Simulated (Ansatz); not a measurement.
# C3H12O3Si2: basis-set convergence

An exercise on one series of results from a longer session: the logs are not shown, and one member is left open.

The runs use Ansatz 0.2.0, Gaussian basis; one geometry, several basis sets.

Levels to be run: PBE0-D4/def2-SVP; ωB97M-V/def2-SVP; PBE0-D4/def2-QZVPP; ωB97M-V/def2-QZVPP; the functionals' def2-TZVPP values are taken from earlier runs.

## The geometry

All runs share one geometry, relaxed beforehand with PBE0-D4 in a triple-zeta def2 set.

20 atoms, charge 0, spin multiplicity 1.

Atoms are counted from 1 here; the program's logs count them from 0.

Bond lengths: C1–O2 1.409 Å, C1–H9 1.096 Å, C1–H10 1.095 Å, C1–H11 1.091 Å, O2–Si3 1.633 Å, Si3–C4 1.843 Å, Si3–O5 1.641 Å, Si3–O7 1.629 Å, C4–H12 1.092 Å, C4–H13 1.092 Å, C4–H14 1.092 Å, O5–C6 1.407 Å, C6–H15 1.091 Å, C6–H16 1.096 Å, C6–H17 1.096 Å, O7–Si8 1.638 Å, Si8–H18 1.487 Å, Si8–H19 1.485 Å and more. Angles: O2–C1–H9 111.7°, O2–C1–H10 111.1°, O2–C1–H11 108.3°, H9–C1–H10 108.4°, H9–C1–H11 108.6°, H10–C1–H11 108.6°, C1–O2–Si3 123.6°, O2–Si3–C4 106.8°, O2–Si3–O5 110.7°, O2–Si3–O7 110.6°, C4–Si3–O5 113.4°, C4–Si3–O7 111.6°, O5–Si3–O7 103.9°, Si3–C4–H12 110.5°, Si3–C4–H13 111.0°, Si3–C4–H14 110.7°, H12–C4–H13 107.9°, H12–C4–H14 108.3° and more.

Set-up of the first run:

Contents of in.yaml:

```yaml
crystal:
  periodic: [false, false, false]
  atoms:
    - {symbol: C, position_ang: [-0.365163, -1.503882, 1.907946]}
    - {symbol: O, position_ang: [-1.088562, -1.007278, 0.804967]}
    - {symbol: Si, position_ang: [-0.410604, -0.146629, -0.405968]}
    - {symbol: C, position_ang: [-1.724045, 0.118936, -1.671142]}
    - {symbol: O, position_ang: [0.233876, 1.249790, 0.166178]}
    - {symbol: C, position_ang: [-0.497272, 2.227572, 0.866221]}
    - {symbol: O, position_ang: [0.868165, -0.941061, -1.028605]}
    - {symbol: Si, position_ang: [2.496789, -0.790797, -1.116740]}
    - {symbol: H, position_ang: [0.210899, -0.714562, 2.403621]}
    - {symbol: H, position_ang: [0.325484, -2.296376, 1.601939]}
    - {symbol: H, position_ang: [-1.074997, -1.919189, 2.625357]}
    - {symbol: H, position_ang: [-2.075467, -0.837705, -2.063056]}
    - {symbol: H, position_ang: [-2.582428, 0.640605, -1.241693]}
    - {symbol: H, position_ang: [-1.342089, 0.712256, -2.504687]}
    - {symbol: H, position_ang: [0.206252, 2.946209, 1.290320]}
    - {symbol: H, position_ang: [-1.180522, 2.766783, 0.200655]}
    - {symbol: H, position_ang: [-1.082242, 1.789533, 1.682620]}
    - {symbol: H, position_ang: [3.093851, -0.733670, 0.243448]}
    - {symbol: H, position_ang: [2.876716, 0.433038, -1.867748]}
    - {symbol: H, position_ang: [3.019561, -1.984275, -1.827231]}
basis:
  gaussian: {orbitals: def2-SVP}
hamiltonian: {xc: pbe0, dispersion: d4}
output: {orbitals: {seedname: orbitals}}
```

Steps of the session up to this table: PBE0-D4 in def2-SVP; ωB97M-V in def2-SVP; PBE0-D4 in def2-QZVPP; ωB97M-V in def2-QZVPP.

One table of the session follows, with a row left open; its other results are not shown here.

It belongs to the step «Density functionals: the series». 

| functional | basis | HOMO (eV) | LUMO (eV) |
| --- | --- | --- | --- |
| PBE0-D4 | def2-SVP | ? | ? |
| PBE0-D4 | def2-TZVPP | -8.19 | 0.36 |
| PBE0-D4 | def2-QZVPP | -8.22 | 0.15 |
| ωB97M-V | def2-SVP | -10.48 | 2.73 |
| ωB97M-V | def2-TZVPP | -10.63 | 1.94 |
| ωB97M-V | def2-QZVPP | -10.66 | 1.43 |

**Question.** Estimate the row for PBE0-D4, def2-SVP.

The run gave: HOMO (eV): -8.06; LUMO (eV): 0.92. In the column «HOMO (eV)» it is the highest.
